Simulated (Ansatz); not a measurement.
# YIn3, space group Pm-3m: an equation of state with a fit

Program: Ansatz's Python interface.

Interactive session:
```pycon
>>> import ansatz as az
>>> import numpy as np
>>> VECTORS = np.array([
...     [4.6, 0.0, 0.0],
...     [0.0, 4.6, 0.0],
...     [0.0, 0.0, 4.6],
... ])
>>> SITES = [
...     ("Y", (0.0, 0.0, 0.0)),
...     ("In", (0.0, 0.5, 0.5)),
...     ("In", (0.5, 0.0, 0.5)),
...     ("In", (0.5, 0.5, 0.0)),
... ]
>>> def on_lattice(cell):
...     crystal = az.Crystal(lattice=az.Lattice.of(cell))
...     for symbol, position in SITES:
...         crystal = crystal.atom(symbol, position)
...     return crystal
...
>>> # uniform scaling of the cell
>>> volumes, energies = [], []
>>> for scale in np.linspace(0.92, 1.08, 7):
...     cell = VECTORS * scale ** (1 / 3)
...     job = on_lattice(cell).calculation()
...     job = job.functional("lda").occupations(az.OccupationsMethod.FERMI_DIRAC, width=0.1)
...     job = job.basis(500).kpoints(5, 5, 5)
...     summary = job.run().report
...     volumes.append(abs(np.linalg.det(cell)) / len(SITES))
...     energies.append(summary["free_energy_ev"] / len(SITES))
...     print(f"V = {volumes[-1]:8.4f} A^3/atom  F = {energies[-1]:.5f} eV/atom")
...
V =  22.3873 A^3/atom  F = -5029.79721 eV/atom
V =  23.0362 A^3/atom  F = -5029.79939 eV/atom
V =  23.6851 A^3/atom  F = -5029.79404 eV/atom
V =  24.3340 A^3/atom  F = -5029.78235 eV/atom
V =  24.9829 A^3/atom  F = -5029.76534 eV/atom
V =  25.6318 A^3/atom  F = -5029.74383 eV/atom
V =  26.2807 A^3/atom  F = -5029.71850 eV/atom
>>> # third-order Birch-Murnaghan: a cubic in V^(-2/3)
>>> x = np.array(volumes) ** (-2 / 3)
>>> poly = np.polynomial.Polynomial.fit(x, energies, 3).convert()
>>> roots = poly.deriv().roots()
>>> x0 = min((r.real for r in roots if abs(r.imag) < 1e-9 and poly.deriv(2)(r.real) > 0), key=lambda r: abs(r - x.mean()))
>>> v0 = x0 ** -1.5
>>> b0 = 4 / 9 * poly.deriv(2)(x0) * v0 ** (-7 / 3) * 160.21766
>>> b1 = 4 + 2 / 3 * x0 * poly.deriv(3)(x0) / poly.deriv(2)(x0)
>>> print(f"V0 = {v0:.4f} A^3/atom, B0 = {b0:.1f} GPa, dB/dP = {b1:.2f}")
V0 = 22.8835 A^3/atom, B0 = 67.9 GPa, dB/dP = 4.98
```

A third-order Birch-Murnaghan fit through the 7 points has its minimum at 22.88 Å³ an atom, 6.0 % below the typed cell, with a bulk modulus of 68 GPa and dB/dP = 5.0. From that minimum the energy rises by 2.4 meV an atom on the compressed side and 81.1 meV on the expanded side. The window is off centre, so dB/dP is rough.

Absolute energies stand on the zero of these potentials, so only differences at equal settings mean something. The mesh is modest for a metal, so energies can be off by several to tens of meV an atom and pressures by half a GPa or more; differences at equal mesh fare better. The structure is a deposited one; some such entries were measured under pressure or heat, so a shift against it needn't be the functional's error alone. Wall time of the script: 11 s on 1 thread of Arm Neoverse V2, on a shared host, peak memory 0.43 GiB.
